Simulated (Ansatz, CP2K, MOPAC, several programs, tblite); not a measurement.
Energy against volume for AlGa3As4, ordered on the zincblende lattice (Pmm2) with 8 atoms a cell, at fixed shape and fractional coordinates, computed by several methods (PBE and r2SCAN, where shown, with plane waves in Ansatz); the cell shown is that of r2SCAN. With free coordinates or axes held, a curve is too stiff, and on another method's shape its minimum isn't the method's own volume. It is orthorhombic, Pmm2 (No. 25); conventional cell a = 4.013 Å, b = 8.021 Å, c = 5.664 Å, 22.79 Å³ an atom. Al has 4 As at 2.45–2.46 Å; As has 2 Al at 2.45 Å and 2 Ga at 2.46 Å; Ga has 4 As at 2.45–2.46 Å; As has 3 Ga at 2.45–2.46 Å and 1 Al at 2.46 Å; As has 4 Ga at 2.45–2.46 Å. No spin polarisation. The prototype was imposed, so other structures may be more stable. Energies count from each curve's lowest point; fits are third-order Birch-Murnaghan.

```
Al As Ga
1.0
     4.01258    0.00000    0.00000
     0.00000    8.02075    0.00000
     0.00000    0.00000    5.66432
Al As Ga
1 4 3
Direct
  0.00000 0.00000 0.00095
  0.50000 0.00000 0.24994
  0.00000 0.24988 0.75023
  0.50000 0.50000 0.24926
  0.00000 0.75012 0.75023
  0.50000 0.25054 0.50004
  0.00000 0.50000 0.99930
  0.50000 0.74946 0.50004
```

GFN1-xTB (tblite), on the shape of the cell shown, as a cluster of 48 atoms at the zone centre:
```
V (Å³/atom)  E (meV/atom)
     20.053        172.27
     21.420         72.83
     22.788         29.31
     24.155          5.44
     25.522          0.00
```
This method closes the gap of a crystal that DFT finds insulating, so its curve rests on a wrong state.
The lowest point is an end point, so the minimum isn't bracketed.

PBE/SZV (CP2K), on the shape of the cell shown:
```csv
V (Å³/atom),E (meV/atom)
20.053,245.02
21.420,105.72
22.788,30.27
24.155,0.00
25.522,2.95
```
V₀ = 24.68 Å³ an atom and B₀ = 61 GPa.

light PBE (260 eV, its own mesh), on the shape of the cell shown:
```
V (Å³/atom)  E (meV/atom)
     20.965        122.36
     21.876         49.55
     22.788         19.26
     23.699          0.00
     24.611          3.87
     25.522         39.07
```
The points scatter about a smooth fit, as a low cutoff and a light mesh can make them, so no fit is quoted.

Question: PM7 (MOPAC), on the shape of the cell shown, as a cluster of 48 atoms at the zone centre, gives
```tsv
V (Å³/atom)	E (meV/atom)
20.053	150.05
21.420	33.74
22.788	0.00
24.155	26.73
25.522	95.57
```
What equilibrium volume and bulk modulus follow?

Answer: V₀ = 22.79 Å³ an atom and B₀ = 115 GPa.

PBE/DZVP (CP2K), on the shape of the cell shown:
```
V (Å³/atom)  E (meV/atom)
     20.053        166.61
     21.420         60.64
     22.788         10.87
     24.155          0.00
     25.522         17.34
```
V₀ = 23.92 Å³ an atom and B₀ = 60 GPa.

The runs are scalar-relativistic, without spin-orbit coupling.
